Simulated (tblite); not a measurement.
# C7H13AlClN: the cost of one run

Computed with tblite 0.8.0 and PySCF 2.14.0, with density-fitted response routines of our own, on a single molecule in the gas phase. Atoms count from 0, in the outputs and in this text.

**1. The starting structure**

23 atoms, charge 0, multiplicity 1; geometry from: force field or distance geometry start.

Bonds of the start (Å): C0–C1 1.53, C1–C2 1.48, C2–N3 1.15, N3–Al4 1.86, Al4–C5 1.98, C5–Cl6 1.78, C1–C7 1.54, C7–C8 1.52, C8–C9 1.51, C9–C7 1.52, C0–H10 1.12, C0–H11 1.11, C0–H12 1.12, C1–H13 1.10, Al4–H14 1.59, Al4–H15 1.59, C5–H16 1.11, C5–H17 1.11, C7–H18 1.11, C8–H19 1.12, C8–H20 1.11, C9–H21 1.12, C9–H22 1.12.

**2. Relaxing the molecule with GFN2-xTB**

Job settings and geometry (Å):

```
{"job": {"kind": "relax", "xc": "GFN2-xTB", "basis": "xTB"}, "charge": 0, "multiplicity": 1}
C     -1.521000    -2.159500    -0.428600
C     -1.147100    -0.689400    -0.653700
C      0.329100    -0.565900    -0.644600
N      1.470700    -0.445500    -0.656200
Al     3.325400    -0.256900    -0.624500
C      3.831500     1.029100     0.798600
Cl     2.768500     2.452800     0.731700
C     -1.714200     0.183000     0.485900
C     -3.124800     0.698500     0.247000
C     -1.944500     1.640500     0.129300
H     -2.638400    -2.263800    -0.443100
H     -1.115000    -2.791800    -1.238900
H     -1.152300    -2.525100     0.558800
H     -1.514400    -0.374500    -1.643500
H      4.007400    -1.660600    -0.345100
H      3.811000     0.306600    -2.032900
H      3.737200     0.540400     1.793300
H      4.886600     1.345000     0.652300
H     -1.453800    -0.015100     1.548800
H     -3.721300     0.849400     1.177100
H     -3.599700     0.442200    -0.722500
H     -1.699700     1.936200    -0.918200
H     -1.825900     2.351400     0.991200
```

The run is started by

```bash
$ OMP_NUM_THREADS=1 python probes_run.py task.json out
```

This one command runs all jobs of the session in turn.

Q: Estimate the wall time of this first job on 1 thread of Arm Neoverse V1, shared host.

About 2.2 s.
